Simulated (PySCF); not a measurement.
# SiSb: basis, grid and Hamiltonian

Aim: see how much the energy and properties of SiSb depend on the numerical set-up.

Computed with PySCF 2.14.0. Level: each script names its method and basis.

5 further runs of the same task are left out: 1 for a known fault of the program, 4 that didn't finish.

### Step 1. The system as given

SiSb: 2 atoms, charge 0, spin multiplicity 2.

Bond lengths: Si1–Sb2 2.480 Å.

### Step 2. The base run

Contents of input.py:

```python
from pyscf import gto, scf, mp

mol = gto.M(
    atom='Si 0 0 0; Sb 0 0 2.48',
    basis='crenbl',
    ecp={'Si': 'crenbl', 'Sb': 'crenbl'},
    charge=0,
    spin=1,
    verbose=4,
)
mf = scf.UHF(mol)
mf.kernel()
mp.MP2(mf).kernel()
mf.dip_moment()
print('orbital energies (hartree):', [e[max(0, n-3):n+3].round(4) for e, n in zip(mf.mo_energy, mol.nelec)])
```

Launch:

```
> OMP_NUM_THREADS=1 python input.py
```

Its log is not repeated here.

In short: E(SCF) = -84.251200 Eh, 15 cycles, E(MP2) − E(SCF) = -0.31148 Eh, ⟨S²⟩ = 0.779, μ = 0.89 D (of the SCF density).

The bond length is a typed value, not an optimised one.

### Step 3. Lanl2dz

Edit 1 changes basis set: crenbl → lanl2dz. The core potential changes with it: totals don't compare.

Contents of input.py:

```python
from pyscf import gto, scf, mp

mol = gto.M(
    atom='Si 0 0 0; Sb 0 0 2.48',
    basis='lanl2dz',
    ecp={'Si': 'lanl2dz', 'Sb': 'lanl2dz'},
    charge=0,
    spin=1,
    verbose=4,
)
mf = scf.UHF(mol)
mf.kernel()
mp.MP2(mf).kernel()
mf.dip_moment()
print('orbital energies (hartree):', [e[max(0, n-3):n+3].round(4) for e, n in zip(mf.mo_energy, mol.nelec)])
```

Launch:

```
> OMP_NUM_THREADS=1 python input.py
```

### Step 4. Cartesian functions on

Edit 2 changes Cartesian functions: off → on.

input.py: that of step 2 with these lines changed.

```diff
@@ -8,2 +8,3 @@
     spin=1,
+    cart=True,
     verbose=4,
```

### Step 5. Density fitting auto

Edit 3 changes density fitting: none → auto.

input.py: that of step 2 with these lines changed.

```diff
@@ -11,2 +11,3 @@
 mf = scf.UHF(mol)
+mf = mf.density_fit()
 mf.kernel()
```

### Step 6. Core potential off

Edit 4 changes core potential: on → off. The core potential changes with it: totals don't compare.

input.py: that of step 2 with these lines changed.

```diff
@@ -5,3 +5,2 @@
     basis='crenbl',
-    ecp={'Si': 'crenbl', 'Sb': 'crenbl'},
     charge=0,
```

What does the calculation give? Wanted: for each run, E(SCF); from base; gap, α spin; SCF dipole; after the SCF.

The runs gave:

```tsv
run	E(SCF) (hartree)	from base (eV)	cycles	gap, α spin (eV)	SCF dipole (D)	functions	after the SCF
base	-84.251200	0	15	7.59	0.89	48	MP2 correlation -8.476 eV
lanl2dz	-8.917209	not comparable	14	7.44	0.30	16	MP2 correlation -2.049 eV
Cartesian functions on	-84.254012	-0.0765	16	7.59	0.87	52	MP2 correlation -8.645 eV
density fitting auto	-84.424909	-4.7268	16	7.58	0.87	48	MP2 correlation -8.065 eV
core potential off (poor choice)	-1584.136867	not comparable	23	6.87	8.28	48	MP2 correlation -3.446 eV
```

What this shows: The largest comparable shift of the SCF energy, -4.727 eV, comes with the run “density fitting auto”. Rows marked «poor choice» come from settings spoiled on purpose.
